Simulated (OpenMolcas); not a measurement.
# CCSD(T)/pcseg-0 run of CH4Se (SMILES C[SeH])

What is the vertical singlet–triplet gap of CH4Se at CCSD(T)/pcseg-0? 

The calculation is run with OpenMolcas 26.06.

1 further run of the same task is left out (set aside as unsound or not needed).

### Step 1. The structure to begin with

CH4Se has 6 atoms, charge 0, and is taken as a singlet. As SMILES, `C[SeH]`. The shape is that of a PBE0-D4/def2-TZVP optimisation.

Bond lengths: C1–Se2 1.949 Å, C1–H3 1.087 Å, C1–H4 1.089 Å, C1–H5 1.088 Å, Se2–H6 1.468 Å. Angles: C1–Se2–H6 95.4°, Se2–C1–H3 110.6°, Se2–C1–H4 106.0°, Se2–C1–H5 110.6°, H3–C1–H4 109.3°, H3–C1–H5 110.9°, H4–C1–H5 109.3°.

### Step 2. A single-point energy at CCSD(T)/pcseg-0

input.xyz

```xyz
6

C     -0.134400    -0.353500    -0.393800
Se     0.854300     0.256800     1.170700
H     -1.197900    -0.413200    -0.174800
H      0.243900    -1.350000    -0.617200
H      0.051300     0.300400    -1.242700
H      0.182800     1.559600     1.257800
```

job.input

```
* CH4Se CCSD(T)

&GATEWAY
 BasLib = $CurrDir
 Coord = input.xyz
 Basis = pcseg-0
 Group = NoSym

&SEWARD

&SCF
 PrOrbitals = 0

&RASSCF
 FileOrb = $Project.ScfOrb
 Spin = 1
 Nactel = 0 0 0
 Inactive = 22
 Ras2 = 0
 OutOrbitals = Canonical
 OrbListing = Nothing

&MOTRA
 JobIph
 Frozen = 10

&CCSDT
 CCT
 Triples = 2
 Iterations = 50
 Extrapolation = 5 4
```

The basis set pcseg-0 is read from a file made from the Basis Set Exchange's data (not shown).

On the command line:

```console
$ export MOLCAS_MEM=1860
$ pymolcas job.input > job.log
```

The program printed:

```text
--- Start Module: gateway ---
[...]
--- Stop Module: gateway /rc=_RC_ALL_IS_WELL_ ---
[...]
      Basis functions           39
[...]
       Convergence after   9 Iterations
[...]
::    Total SCF energy                              -2436.9171011815
[...]
      Total spin, S                                     0.0000000000
[...]
      Number of active orbitals                  0
[...]
      Spin quantum number                      0.0
[...]
      Active orbitals                            0
[...]
      Number of CSFs                             1
[...]
      Number of root(s) required                 1
[...]
      Convergence after  4 iterations
[...]
      Natural orbitals and occupation numbers for root  1
      ************************************************************************************************************************
      *                                                    Final results                                                     *
      ************************************************************************************************************************
[...]
::    RASSCF root number  1 Total energy:  -2436.91710118
[...]
      Total electronic charge=   44.000000
      Total            charge=   -0.000000
[...]
      Dipole Moment (debye):
      Origin of the operator (angstrom)=    0.6872    0.1707    0.9177
                   X= -1.2277E+00               Y=  3.6551E-01               Z= -1.1905E+00           Total=  1.7488E+00
      Quadrupole Moment (debye*angstrom):
[...]
--- Start Module: motra ---
[...]
      *** WARNING: Default frozen orbitals is overwritten by user input.
      *** Default values:  15
[...]
--- Stop Module: motra /rc=_RC_ALL_IS_WELL_ ---
--- Start Module: ccsdt ---
[...]
      Convergence after                    11  Iterations
      Total energy (diff) :   -2437.09029952      -0.00000007
[...]
 METHOD                       : CCSD+T(CCSD)+<T3(1)WT1> = CCSD(T)
[...]
       CCSD     =     -2437.0902995226065
[...]
--- Stop Module: ccsdt /rc=_RC_ALL_IS_WELL_ ---
[...]
```

Run time: 3.9 s. Hardware: 1 thread of AMD EPYC 7R43 (Zen 3), shared host; peak memory 0.37 GiB.

### Step 3. The triplet at the same level

input.xyz is that of step 2.

job.input

```
* CH4Se CCSD(T)

&GATEWAY
 BASLIB
 $CurrDir
 COORD
 input.xyz
 BASIS
 pcseg-0
 GROUP
 NoSym

&SEWARD

&SCF
 UHF
 SPIN
 3
 PRORBITALS
 0

&RASSCF
 FILEORB
 $Project.UnaOrb
 SPIN
 3
 NACTEL
 2 0 0
 INACTIVE
 21
 RAS2
 2
 OUTORBITALS
 Canonical
 ORBLISTING
 Nothing

&MOTRA
 JOBIPH
 FROZEN
 10

&CCSDT
 CCT
 TRIPLES
 3
 ITERATIONS
 50
 EXTRAPOLATION
 5 4
```

The basis set pcseg-0 is read from a file made from the Basis Set Exchange's data (not shown).

On the command line:

```console
$ export MOLCAS_MEM=1860
$ pymolcas job.input > job.log
```

The program printed:

```text
--- Start Module: gateway ---
[...]
--- Stop Module: gateway /rc=_RC_ALL_IS_WELL_ ---
[...]
      Basis functions           39
[...]
       Convergence after  22 Iterations
[...]
::    Total SCF energy                              -2436.7335929004
[...]
      Total spin, S                                     1.0048207376
[...]
      Number of active orbitals                  2
[...]
      Spin quantum number                      1.0
[...]
      Active orbitals                            2
[...]
      Number of CSFs                             1
[...]
      Number of root(s) required                 1
[...]
      Convergence after 13 iterations
[...]
      printout of CI-coefficients larger than  0.05 for root  1
      energy=   -2436.730519
      conf/sym  11     Coeff  Weight
             1  uu   1.00000 1.00000
      Natural orbitals and occupation numbers for root  1
      sym 1:   1.000000   1.000000
      ************************************************************************************************************************
      *                                                    Final results                                                     *
[...]
::    RASSCF root number  1 Total energy:  -2436.73051867
[...]
      Total electronic charge=   44.000000
      Total            charge=   -0.000000
[...]
      Dipole Moment (debye):
      Origin of the operator (angstrom)=    0.6872    0.1707    0.9177
                   X= -6.8588E-02               Y= -1.9076E+00               Z= -1.3577E+00           Total=  2.3424E+00
      Quadrupole Moment (debye*angstrom):
[...]
--- Start Module: motra ---
[...]
      *** WARNING: Default frozen orbitals is overwritten by user input.
      *** Default values:  15
[...]
--- Stop Module: motra /rc=_RC_ALL_IS_WELL_ ---
--- Start Module: ccsdt ---
[...]
      Convergence after                    19  Iterations
      Total energy (diff) :   -2436.89859820      -0.00000003
[...]
 METHOD                       : CCSD+T(CCSD)+<T3(1)WT1>+<T3(1)UT2> = CCSD(T)
[...]
       CCSD     =     -2436.8985982030708
[...]
--- Stop Module: ccsdt /rc=_RC_ALL_IS_WELL_ ---
[...]
```

Wall time 5.7 s (1 thread of AMD EPYC 7R43 (Zen 3), shared host); peak memory 0.37 GiB.

### Step 4. Results

Level: CCSD(T)/pcseg-0, 10 core orbitals frozen.

| quantity | value |
| --- | --- |
| singlet: total energy | -2437.09365 Eh |
| singlet: dipole moment (mean-field density) | 1.75 D |
| singlet: HOMO energy (Hartree–Fock orbitals) | -9.31 eV |
| singlet: LUMO energy (Hartree–Fock orbitals) | 4.10 eV |
| singlet: HOMO–LUMO gap (Hartree–Fock orbitals) | 13.41 eV |
| singlet: correlation energy (10 core orbitals frozen) | -176.5 mEh |
| singlet: (T) correction | -3.35 mEh |
| triplet: total energy | -2436.90217 Eh |
| triplet: (T) correction | -3.57 mEh |
| vertical energy of the triplet above the singlet | 5.210 eV |

**Reading.** At this shape the triplet lies 5.21 eV (120 kcal/mol) above the singlet. The triples (singlet) make up 1.9 % of the correlation energy.
